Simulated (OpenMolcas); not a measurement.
**Mo⁵⁺ among point charges: CASSCF and CASPT2 levels and susceptibility**

How does a field of 5 point charges split the states of Mo⁵⁺, and what χT follows?

The numbers are computed with OpenMolcas 26.06 (state-averaged CASSCF and CASPT2, spin-orbit coupling by RASSI with atomic mean-field integrals), except any that are marked as measured or tabulated.

### Step 1. Starting point

| Item | Value |
| --- | --- |
| Species | Mo⁵⁺ (molybdenum, Z = 42, 37 electrons) |
| Basis | ANO-RCC-VDZP [6s5p3d1f], 43 functions |
| Scalar Hamiltonian | DKH2, point nucleus |
| Inactive shells | 1s 2s 2p 3s 3p 3d 4s 4p |
| Active space | 1 electron in 5 orbitals (4d) |
| Some configurations of this space | 4d |
| Orbitals | optimised for each spin and parity, averaged over all roots |

Outer shells as boxes (Hund's rule):

4d
```
4d [↑ ][  ][  ][  ][  ]
```

The ion sits among 5 point charges of -1.6 e arranged as a trigonal bipyramid (D3h), 2.22 Å from the ion, with the axial distance 2.620 Å.

Each step is its own input file, run in one work folder so that later steps find the files of earlier ones. Labels, J, g values, rates, χT and fits are worked out afterwards by a script from the matrices that RASSI stores.

### Step 2. GATEWAY and SEWARD: basis and integrals

Input file a.inp:

```
&GATEWAY
Coord
1

Mo 0.0 0.0 0.0
Basis=ANO-RCC-VDZP
Group=NoSym
NoMove
AngMom=0.0 0.0 0.0
AMFI
XField
5 Angstrom 0
2.220000 0.000000 0.000000 -1.600000
-1.110000 1.922576 0.000000 -1.600000
-1.110000 -1.922576 0.000000 -1.600000
0.000000 0.000000 2.619600 -1.600000
0.000000 0.000000 -2.619600 -1.600000
&SEWARD
```

Run with:

```console
OMP_NUM_THREADS=1 MOLCAS_MEM=1689 MOLCAS_PROJECT=a pymolcas a.inp > a.log
```

Output:

```text
Basis set label: MO.ANO-RCC...6S5P3D1F.

      Electronic valence basis set:
      ------------------
      Associated Effective Charge  42.000000 au
      Associated Actual Charge     42.000000 au
      Nuclear Model: Point charge

      Shell  nPrim  nBasis  Cartesian Spherical Contaminant
         s      21       6        X
         p      18       5        X
         d      13       3                 X
         f       6       1                 X
                  Relativistic Douglas-Kroll-Hess integrals:
                    - DKH order of Hamiltonian: 2
                    - DKH order of Properties : 0
                  Atomic mean-field integrals
```

### Step 3. CASSCF: doublets, 5 roots

Input file a.inp:

```
&RASSCF
FileOrb=start.orb
Symmetry=1
Spin=2
nActEl=1 0 0
Inactive=18
Ras2=5
CIRoot=5 5 1
SDav=5
CIMx=300
Iter=120 100
PrWF=0.3
OrbListing=Nothing
MaxOrb=0
>>> COPY $Project.JobIph JOB001
```

start.orb holds the contracted functions of the basis, ordered by shell, or the orbitals of the step before.

Output (excerpt; [...] marks lines left out):

```text
[...]
      Number of active orbitals                  5
[...]
      Spin quantum number                      0.5
[...]
      Active orbitals                            5
[...]
      Number of CSFs                             5
      Number of root(s) required                 5
[...]
      Convergence after  7 iterations
[...]
      Natural orbitals and occupation numbers for root  1
      sym 1:   0.000000   0.000000   0.000000   1.000000   0.000000
      Natural orbitals and occupation numbers for root  2
      sym 1:   0.000000   1.000000  -0.000000   0.000000   0.000000
      Natural orbitals and occupation numbers for root  3
      sym 1:   0.000000  -0.000000   1.000000   0.000000   0.000000
::    RASSCF root number  1 Total energy:  -4049.49790968
::    RASSCF root number  2 Total energy:  -4049.49790968
::    RASSCF root number  3 Total energy:  -4049.48812442
::    RASSCF root number  4 Total energy:  -4049.48654983
::    RASSCF root number  5 Total energy:  -4049.48654983
```

### Step 4. State interaction with spin-orbit coupling

Input file a.inp:

```
&RASSI
NrOfJobIphs=1 5
1 2 3 4 5
IphNames
JOB001
EJob
SpinOrbit
DIPRint=1.0
SOCoupling=1000.0
Subsets=2
Property=9
'ANGMOM' 1 'ANGMOM' 2 'ANGMOM' 3 'MLTPL  1' 1 'MLTPL  1' 2 'MLTPL  1' 3
'AMFI' 1 'AMFI' 2 'AMFI' 3
SOProperty=3
'ANGMOM' 1 'ANGMOM' 2 'ANGMOM' 3
```

Output (excerpt; [...] marks lines left out):

```text
SPIN-FREE ENERGIES:
  (Shifted by EMIN (a.u.) =      -4049.4979096829)
 SF State       Relative EMIN(au)   Rel lowest level(eV)    D:o, cm**(-1)      L_eff
     1             0.0000000000        0.0000000000              0.0000         2.0
     2             0.0000000014        0.0000000373              0.0003         2.0
     3             0.0097852605        0.2662705037           2147.6164         2.0
     4             0.0113598484        0.3091172235           2493.1985         2.0
     5             0.0113598539        0.3091173728           2493.1998         2.0
     Dipole printing threshold changed to   1.00000000E+00
[...]
Eigenvalues of complex Hamiltonian:
   -----------------------------------
  (Shifted by EMIN (a.u.) =      -4049.4979096829)
 SO State       Relative EMIN(au)   Rel lowest level(eV)    D:o, cm**(-1)     J-value
     1            -0.0045760991        0.0000000000              0.0000         1.6
     2            -0.0045760991        0.0000000000              0.0000         1.6
     3            -0.0006305495        0.1073638736            865.9480         1.3
     4            -0.0006305495        0.1073638736            865.9480         1.3
     5             0.0096454515        0.3869881067           3121.2696         1.8
     6             0.0096454515        0.3869881067           3121.2696         1.8
     7             0.0120530280        0.4525016004           3649.6715         2.4
     8             0.0120530280        0.4525016004           3649.6715         2.4
     9             0.0160131334        0.5602615597           4518.8142         1.2
    10             0.0160131334        0.5602615597           4518.8142         1.2
Weights of the five most important spin-orbit-free states for each spin-orbit state.
[...]
```

These steps took 1.4 s in all on 1 thread of Arm Neoverse V2, shared host.

Spin-free states, with their symmetry labels:

```
state  degeneracy  E (cm-1)  free-ion L (%)
   2E           2         0         D (100)
  2A1           1      2148         D (100)
   2E           2      2493         D (100)
```

With spin-orbit coupling:

```tsv
E (cm-1)	Degeneracy	Label	2S+1	g
0.0	2	E1/2	2	0.27 1.41 1.41
865.9	2	E3/2	2	0.00 0.00 3.43
3121	2	E3/2	2	0.00 0.00 2.57
3650	2	E1/2	2	1.73 3.41 3.41
4519	2	E1/2	2	0.00 0.00 6.00
```

Labels of spin-orbit levels are those of the rotation subgroup (D3 for D3h). Principal g values are given for doublets only; a zero marks a field direction without first-order Zeeman splitting.

Powder χT (cm³ K/mol): 0.13 at 2 K, 0.13 at 5 K, 0.13 at 10 K, 0.13 at 20 K, 0.13 at 50 K, 0.14 at 100 K, 0.15 at 150 K, 0.16 at 200 K, 0.17 at 250 K, 0.18 at 300 K.

Orbitals of the lowest block (energies include the constant potential of the surroundings):

```
shell     space  energy (hartree)  mean occupation  ⟨r²⟩ (bohr²)
   1s  inactive         -739.3994            2.000       0.00163
   2s  inactive         -107.8464            2.000        0.0277
   2p  inactive          -96.3011            6.000        0.0219
   3s  inactive          -20.1237            2.000         0.208
   3p  inactive          -16.2267            6.000         0.213
   3d  inactive           -9.8625           10.000         0.205
   4s  inactive           -3.4591            2.000          1.37
   4p  inactive           -2.2520            6.000          1.58
   4d      RAS2                              1.000          2.45
```

### Step 5. CASPT2: IPEA 0.25, imaginary shift 0.1 (closed shells correlated: 4s 4p)

Input file a.inp:

```
>>> COPY JOB001 $Project.JobIph
&CASPT2
Multistate=5 1 2 3 4 5
NoMult
Frozen=14
IPEA=0.25
Imaginary=0.1
MaxIter=60
WThr=0.0 0.3 0.05
PrWF=0.5
NoMix
```

Output:

```text
Orbital specifications:
      -----------------------

      Symmetry species                           1
                                                 a
      Frozen orbitals                           14
      Inactive orbitals                          4
      Active orbitals                            5
      Secondary orbitals                        20
      Deleted orbitals                           0
      Number of basis functions                 43
Type of calculation                        SS-CASPT2
      Fock operator                              state-specific
      IPEA shift                                 0.25
      Real shift                                 0.00
      Imaginary shift                            0.10
      The input orbitals will be transformed to quasi-canonical
Reference energy:       -4049.4979096829
      E2 (Non-variational):      -0.1659323844
      Shift correction:          -0.0000759325
      E2 (Variational):          -0.1660083169
      Total energy:           -4049.6639179998
      Residual norm:              0.0000001298
      Reference weight:           0.96661
      Contributions to the CASPT2 correlation energy
      Active & Virtual Only:          0.0000000001
      One Inactive Excited:          -0.0358959132
      Two Inactive Excited:          -0.1300364713
Reference energy:       -4049.4979096815
      E2 (Non-variational):      -0.1659322038
      Shift correction:          -0.0000759316
      E2 (Variational):          -0.1660081354
      Total energy:           -4049.6639178169
      Residual norm:              0.0000001315
      Reference weight:           0.96661
      Contributions to the CASPT2 correlation energy
      Active & Virtual Only:          0.0000000001
      One Inactive Excited:          -0.0358957126
      Two Inactive Excited:          -0.1300364912
::    CASPT2 Root  1     Total energy:  -4049.66391800
::    CASPT2 Root  2     Total energy:  -4049.66391782
::    CASPT2 Root  3     Total energy:  -4049.65415236
::    CASPT2 Root  4     Total energy:  -4049.65320486
::    CASPT2 Root  5     Total energy:  -4049.65262214
```

This run took 0.52 s in all on 1 thread of Arm Neoverse V2, shared host.

SS-CASPT2: lowest energy less the reference's lowest, -0.1660 hartree; reference weights 0.966 to 0.967.

Spin-free states, with their symmetry labels:

```
state  degeneracy  E (cm-1)  free-ion L (%)
   2E           2         0         D (100)
  2A1           1      2143         D (100)
   2E           2      2415         D (100)
```

With spin-orbit coupling:

```csv
E (cm-1),Degeneracy,Label,2S+1,g
0,2,E1/2,2,0.27 1.41 1.41
840,2,E3/2,2,0.00 0.00 3.40
3070,2,E3/2,2,0.00 0.00 2.60
3650,2,E1/2,2,1.73 3.41 3.41
4440,2,E1/2,2,0.00 0.00 6.00
```

Powder χT (cm³ K/mol): 0.13 at 2 K, 0.13 at 5 K, 0.13 at 10 K, 0.13 at 20 K, 0.13 at 50 K, 0.14 at 100 K, 0.15 at 150 K, 0.16 at 200 K, 0.17 at 250 K, 0.18 at 300 K.

### Step 6. The methods side by side

A. CASSCF
B. SS-CASPT2, IPEA 0.25, imaginary shift 0.1 (closed shells correlated: 4s 4p)

```
method  ground state  first state of that spin (cm-1)  first gap with spin-orbit (cm-1)  χT at 300 K
     A            2E                         2A1 2148                             865.9         0.18
     B            2E                         2A1 2143                             843.7         0.18
```

### Step 7. Results

| quantity | value |
| --- | --- |
| method | SS-CASPT2, IPEA 0.25, imaginary shift 0.1 (closed shells correlated: 4s 4p) |
| spin-free ground state | 2E, 2-fold in its orbital part |
| first state of the same spin within the active space | 2A1 at 2140 cm⁻¹ |
| lowest level | 2-fold E1/2, g = 0.27, 1.41, 1.41 |
| next level | 843.7 cm⁻¹ |
| χT at 300 K | 0.18 cm³ K/mol |
| effective moment at 300 K | 1.20 μB |

Cost by method:

```
                                              method  time of its own steps  time with the reference
                                           A. CASSCF                  1.4 s                    1.4 s
B. SS-CASPT2, IPEA 0.25, imaginary shift 0.1, +4s 4p                 0.52 s                    1.9 s
```

Times are of one thread on a shared host.

In words: The spin-free ground state (2E) comes to 100 % from free-ion D terms and keeps the highest spin of the shell. χT at 300 K is 0.18, against 0.38 cm³ K/mol for the spin alone, so orbital moment lowers it. CASPT2 does not keep the components of a term degenerate, and the means are used. The field of point charges can differ much from that of real complexes. This is an electrostatic model: the charges have no orbitals.
